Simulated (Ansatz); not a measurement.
# La2Ga5Cu3: the cost of one run

Computed with Ansatz 0.2.0 (DFT PBEsol, scalar-relativistic, plane waves, PAW, unless a step's input says otherwise).

## (1) The system as given

Symmetry: P-4m2, No. 115, tetragonal system. Conventional cell: a = 4.299 Å, b = 4.299 Å, c = 10.264 Å, α = 90.00°, β = 90.00°, γ = 90.00°. Around Cu (site symmetry -4m2) lie 4 Ga at 2.46 Å. Cu (site symmetry -4m2) is surrounded by 4 Ga at 2.55 Å. Around Ga (site symmetry 2mm) lie 3 Ga at 2.55 Å and 2 Cu at 2.55 Å. Ga (site symmetry 2mm) is surrounded by 4 Cu at 2.46 Å and 1 Ga at 2.55 Å. Around Ga (site symmetry -4m2) lie 4 Ga at 2.55 Å. La (site symmetry 2mm) is surrounded by 11 Ga at 3.29 to 3.71 Å and 6 Cu at 3.30 to 3.39 Å.

Structure file:

```
CELL_PARAMETERS angstrom
4.29901 0.00000 0.00000
0.00000 4.29901 0.00000
0.00000 0.00000 10.26413
ATOMIC_POSITIONS crystal
Cu 0.00000 0.00000 0.50000
Cu 0.00000 0.00000 0.00000
Cu 0.50000 0.50000 0.50000
Ga 0.00000 0.50000 0.86602
Ga 0.50000 0.00000 0.38246
Ga 0.50000 0.00000 0.13398
Ga 0.00000 0.50000 0.61754
Ga 0.50000 0.50000 0.00000
La 0.50000 0.00000 0.74404
La 0.00000 0.50000 0.25596
```

## (2) The first run (PBEsol, 4×4×2 mesh)

input.yaml

```yaml
crystal:
  lattice:
    - [4.29901478, 0.0, 0.0]
    - [0.0, 4.29901478, 0.0]
    - [0.0, 0.0, 10.26412887]
  atoms:
    - { symbol: Cu, position: [0.0, 0.0, 0.5] }
    - { symbol: Cu, position: [0.0, 0.0, 0.0] }
    - { symbol: Cu, position: [0.5, 0.5, 0.5] }
    - { symbol: Ga, position: [0.0, 0.5, 0.8660171] }
    - { symbol: Ga, position: [0.5, 0.0, 0.38246219] }
    - { symbol: Ga, position: [0.5, 0.0, 0.1339829] }
    - { symbol: Ga, position: [0.0, 0.5, 0.61753781] }
    - { symbol: Ga, position: [0.5, 0.5, 0.0] }
    - { symbol: La, position: [0.5, 0.0, 0.74403779] }
    - { symbol: La, position: [0.0, 0.5, 0.25596221] }
basis:
  ecutwfc: 420
kpoints:
  mp_grid: { grid: [4, 4, 2] }
hamiltonian:
  xc: pbesol
scf:
  occupations: { method: gaussian, width: 0.1 }
output:
  forces: true
  stress: true
  eigenvalues: true
```

Launch:

```console
> ansatz run input.yaml --threads 8 --pin off --max-ram 14336MiB --backend cpu --events-out ev --progress --plain --runs-dir out
```

What time and memory should one allow on 8 threads of Intel Xeon 6975P-C (Granite Rapids), shared host?

About 1.8 s, with a peak of 0.94 GiB.
